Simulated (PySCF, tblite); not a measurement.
# C₄H₁₃NOSi: geometry, infrared bands and NMR shifts

Wanted: the infrared bands and NMR shifts of C₄H₁₃NOSi (`CC[Si@](C)(N)OC`), by calculation.

Computed with tblite 0.8.0 and PySCF 2.14.0, with density-fitted response routines of our own, on a single molecule in the gas phase. Atoms are numbered from 0 throughout.

## (1) The molecule as given

20 atoms, charge 0, multiplicity 1; geometry from: force field or distance geometry start.

Bonds of the start (Å): C0–C1 1.51, C1–Si2 1.86, Si2–C3 1.88, Si2–N4 1.77, Si2–O5 1.71, O5–C6 1.39, C0–H7 1.12, C0–H8 1.11, C0–H9 1.11, C1–H10 1.12, C1–H11 1.09, C3–H12 1.08, C3–H13 1.12, C3–H14 1.12, N4–H15 1.04, N4–H16 1.03, C6–H17 1.11, C6–H18 1.11, C6–H19 1.11.

## (2) Relaxing the molecule with GFN2-xTB

The job: settings as JSON, then the geometry in Å.

```
{"job": {"kind": "relax", "xc": "GFN2-xTB", "basis": "xTB"}, "charge": 0, "multiplicity": 1}
C     -1.651000     1.470400     0.324800
C     -0.229100     1.156200     0.706300
Si     0.152100    -0.549900     0.060200
C     -1.499600    -1.448400     0.075100
N      1.237500    -1.491800     1.093100
O      0.829600    -0.504400    -1.505300
C      1.955200     0.318500    -1.516400
H     -2.331100     1.384200     1.210300
H     -1.671300     2.517800    -0.055800
H     -1.971100     0.751600    -0.452900
H     -0.145800     1.077900     1.824700
H      0.481700     1.919500     0.396400
H     -1.978200    -1.390500    -0.892500
H     -1.363000    -2.493000     0.444600
H     -2.140300    -0.936800     0.845300
H      2.099900    -0.989300     1.375100
H      1.393500    -2.414600     0.663000
H      2.321400     0.531200    -0.485100
H      1.748800     1.285600    -2.024100
H      2.755500    -0.183400    -2.089800
```

On the command line:

```
OMP_NUM_THREADS=1 python probes_run.py task.json out
```

This one command runs all jobs of the session in turn.

**Question.** This job is followed by: GFN2-xTB harmonic vibrations, gas phase; GIAO PBE0/pcSseg-1 NMR shielding, non-relativistic, gas phase. What will the session give for the following? strongest single infrared mode (GFN2-xTB); zero-point energy (GFN2-xTB); 13C shifts against TMS (PBE0/pcSseg-1); 1H shifts against TMS (PBE0/pcSseg-1, means over atoms taken as alike); 29Si shifts against TMS (PBE0/pcSseg-1); 15N shifts against NH3 (PBE0/pcSseg-1); 17O shifts against H2O (PBE0/pcSseg-1); surface potential, 1st and 99th percentile.

The runs gave:

| quantity | value |
| --- | --- |
| strongest single infrared mode (GFN2-xTB) | 871 cm⁻¹, 257 km/mol |
| zero-point energy (GFN2-xTB) | 106.3 kcal/mol |
| 13C shifts against TMS (PBE0/pcSseg-1) | 51.7, 9.8, 9.2, 0.0 ppm |
| 1H shifts against TMS (PBE0/pcSseg-1, means over atoms taken as alike) | 3.86, 1.00, 0.91, 0.27, 0.15, -0.09 ppm |
| 29Si shifts against TMS (PBE0/pcSseg-1) | -1.5 ppm |
| 15N shifts against NH3 (PBE0/pcSseg-1) | 24.1 ppm |
| 17O shifts against H2O (PBE0/pcSseg-1) | 15.3 ppm |
| surface potential, 1st and 99th percentile | -1.46 V and 1.34 V |

In words: Relaxing lowered the energy by 0.990 eV in 155 steps; the close pair that moved most is Si2–O5, from 1.706 to 1.633 Å. No mode is imaginary among the 54: a minimum at this level. The strongest single mode, at 871 cm⁻¹, is spread over several atoms, Si2, H16, H13, H14 among them. GFN2-xTB is a fitted tight-binding method: band positions and strengths are rough. Its intensities can rank the bands wrongly. C6 (methyl carbon bonded to O) lies farthest downfield among carbon, at 51.7 ppm; deshielded by the electronegative neighbour. H17, H18, H19 (mean) (hydrogen on a methyl carbon bonded to O) lies farthest downfield among hydrogen, at 3.86 ppm; its carbon carries O, an electronegative neighbour. At PBE0/pcSseg-1: Shielding is most anisotropic at C6 (span 77 ppm, paramagnetic term -108 ppm).
